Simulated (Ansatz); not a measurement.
# BrCl2HHfO: the cost of one run

Method: RKS B3LYP-D4/def2-SVP, in Ansatz 0.2.0.

**1. The starting structure**

Bond lengths: Hf1–Br2 3.245 Å, Hf1–O3 1.803 Å, Hf1–H4 2.436 Å, Hf1–Cl5 2.286 Å, Hf1–Cl6 2.260 Å. Angles: Br2–Hf1–O3 67.9°, Br2–Hf1–H4 37.8°, Br2–Hf1–Cl5 155.4°, Br2–Hf1–Cl6 96.6°, O3–Hf1–H4 30.3°, O3–Hf1–Cl5 109.4°, O3–Hf1–Cl6 107.6°, H4–Hf1–Cl5 137.2°, H4–Hf1–Cl6 102.1°, Cl5–Hf1–Cl6 107.2°.

Structure file:

```xyz
6

Hf   -0.2440    0.7063    0.1171
Br   -1.2048   -2.0915   -1.2169
O     1.1482   -0.2850   -0.4588
H     0.6120   -1.3728   -0.8199
Cl    0.3436    2.9160    0.1155
Cl   -0.6551    0.1269    2.2630
```

**2. A restrained relaxation towards end A**

Springs on the bonds that form and break draw the guess towards this end; the thresholds are loose.

input.yaml reads:

```yaml
crystal:
  periodic: [false, false, false]
  atoms:
    - { symbol: Hf, position_ang: [-0.244, 0.7063, 0.1171] }
    - { symbol: Br, position_ang: [-1.2048, -2.0915, -1.2169] }
    - { symbol: O, position_ang: [1.1482, -0.285, -0.4588] }
    - { symbol: H, position_ang: [0.612, -1.3728, -0.8199] }
    - { symbol: Cl, position_ang: [0.3436, 2.916, 0.1155] }
    - { symbol: Cl, position_ang: [-0.6551, 0.1269, 2.263] }
basis:
  gaussian: { orbitals: def2-SVP }
hamiltonian:
  xc: b3lyp
  dispersion: d4
relax:
  f_tol: 0.15
  max_steps: 25
  restrain:
    - { distance: [3, 1], at: 2.81, k: 30.0 }
    - { distance: [0, 1], at: 2.95, k: 30.0 }
    - { distance: [3, 2], at: 0.97, k: 30.0 }
```

Run with:

```console
$ ansatz run input.yaml --threads 2 --pin off --max-ram 3072MiB --backend cpu --events-out ev --progress --plain --runs-dir out
```

**Question.** How long does this run take on 2 threads of Arm Neoverse V1, shared host, and how much memory does it need?

About 40 s, with a peak of 0.33 GiB.
